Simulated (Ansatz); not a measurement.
**GaB: single point with HSE06 form with a typed share of exact exchange**

GaB:

```
Ga B
1.0
     2.71824    0.00000    0.00000
     0.00000    2.71824    0.00000
     0.00000    0.00000    3.23621
Ga B
1 1
Direct
  0.50000 0.50000 0.50000
  0.00000 0.00000 0.00000
```

The cell was built by a generator and needn't be a form met in nature.

```
Program                 : Ansatz 0.2.0
Task                    : single point
Functional              : HSE06 form with a typed share of exact exchange
Potentials or basis     : Ansatz PAW
Cutoff                  : 420 eV (not typed: the program's choice for these potentials)
k mesh                  : 5 × 5 × 4
Occupations             : fermi-dirac, width 0.05 eV
Spin                    : no spin polarisation
Screening (1/Å)         : 0.2
Share of exact exchange : 0.05
```

```yaml
Pressure: -2.4 GPa
Band_gap_on_the_k_mesh: none (metal or under the smearing width)
```

Stress tensor (GPa, compression positive):
```
-1.60  0.00  0.00
 0.00 -1.60  0.00
 0.00  0.00 -3.98
```

Levels at points of the mesh, in eV from the Fermi level:
```tsv
k point	band 4	band 5	band 6	band 7	band 8	band 9	band 10	band 11	band 12
(0.00, 0.00, 0.00)	-15.56	-15.51	-13.73	-1.79	1.93	2.76	2.76	9.22	9.57
(0.00, 0.00, -0.50)	-15.60	-15.50	-10.26	-10.17	4.48	4.48	8.19	9.71	9.71
```

Wall time 9.3 s on 1 × NVIDIA H100 80GB HBM3 with 2 threads of AMD EPYC 7R13 Processor (Zen 3), on a shared host, peak memory 1.4 GiB.

Caveat: the k mesh is coarse (spacing up to 0.49 Å⁻¹), so the values aren't converged, least of all with exact exchange; the PAW data sets come from PBE, with cores solved anew for the run's functional, which leaves a small shift of forces and pressure; the thresholds are loose for stress.
